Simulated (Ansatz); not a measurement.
Crystal: NaSb2Au.

```
Na Sb Au
1.0
     4.35730    0.00000    0.00000
    -2.17865    3.77354    0.00000
     0.00000    0.00000    6.81847
Na Sb Au
1 2 1
Direct
  0.00000 0.00000 0.50000
  0.66667 0.33333 0.81632
  0.33333 0.66667 0.18368
  0.00000 0.00000 0.00000
```

The cell was built by a generator and needn't be a form met in nature.

Base run:

| Property | Result |
| --- | --- |
| Program | Ansatz 0.2.0 |
| Functional | revPBE |
| Potentials or basis | Ansatz PAW |
| Cutoff | 420 eV |
| Density cutoff | 1680 eV |
| k mesh | 5 × 5 × 3 |
| Occupations | fermi-dirac, width 0.05 eV |
| Spin | no spin polarisation |

Its results: band gap on the k mesh none (metal or under the smearing width); pressure 1.2 GPa; largest force 0.032 eV/Å.

**Question.** The run is repeated on the same cell with these changes: functional from revPBE to PBE. What comes out?

**Answer.** Band gap on the k mesh none (metal or under the smearing width); pressure 0.1 GPa; largest force 0.008 eV/Å.

PBE binds more tightly than revPBE, so the same cell stands under less pressure.

Caveats: the potentials were made for another functional, which shifts forces and pressure (some runs); the PAW data sets come from PBE, with cores solved anew for the run's functional, which leaves a small shift of forces and pressure (some runs).

Not every run made on this cell is shown here.
